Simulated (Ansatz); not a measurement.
# InPd2F: the cost of one run

Program: Ansatz 0.2.0. Level of theory: DFT PBE, plane waves, PAW, scalar-relativistic, no spin polarisation. These are calculated values, not measurements.

### Step 1. The structure to begin with

The cell holds 4 atoms (FInPd2): a = 3.503 Å, b = 4.857 Å, c = 4.365 Å, α = 98.01°, β = 69.74°, γ = 75.51°.

As a file:

```xyz
4
Lattice="3.3253 0.5335 0.9634 0.5496 4.8237 -0.1510 0.4274 -0.5265 4.3115" Properties=species:S:1:pos:R:3 pbc="T T T"
Pd    0.6480    2.7374    0.9780
Pd    2.9004    4.0337    4.3593
In    0.8424    0.5397    2.6226
F     1.7747    2.5007    3.1957
```

### Step 2. Dynamics

The input, input.yaml:

```yaml
crystal:
  lattice:
    - [3.325289, 0.533548, 0.963389]
    - [0.549643, 4.823698, -0.151027]
    - [0.4274, -0.526472, 4.311502]
  atoms:
    - { symbol: Pd, position: [0.068307, 0.585264, 0.232067] }
    - { symbol: Pd, position: [0.612629, 0.867197, 0.904563] }
    - { symbol: In, position: [0.152653, 0.158265, 0.579724] }
    - { symbol: F, position: [0.354634, 0.553553, 0.681363] }
kpoints:
  mp_grid: { grid: [5, 3, 4], shift: [0.5, 0.5, 0.5] }
magnetization:
  spin_polarized: false
scf:
  occupations: { method: gaussian, width: 0.1 }
hamiltonian:
  pseudopotentials: { kind: paw }
  xc: pbe
basis:
  ecutwfc: 420
  ecutrho_ratio: 6
md:
  timestep: 1.0
  n_steps: 20
  ensemble: nve
  temperature: 100.0
  initial_velocities: maxwell_boltzmann
  seed: 933558
```

Command:

```bash
ansatz run input.yaml --threads 2 --pin off --max-ram 2560MiB --backend cpu --events-out ev --progress --plain --runs-dir out
```

Q: Estimate wall time and peak memory on 2 threads of Arm Neoverse N1, shared host.

About 63 s, with a peak of 0.44 GiB.
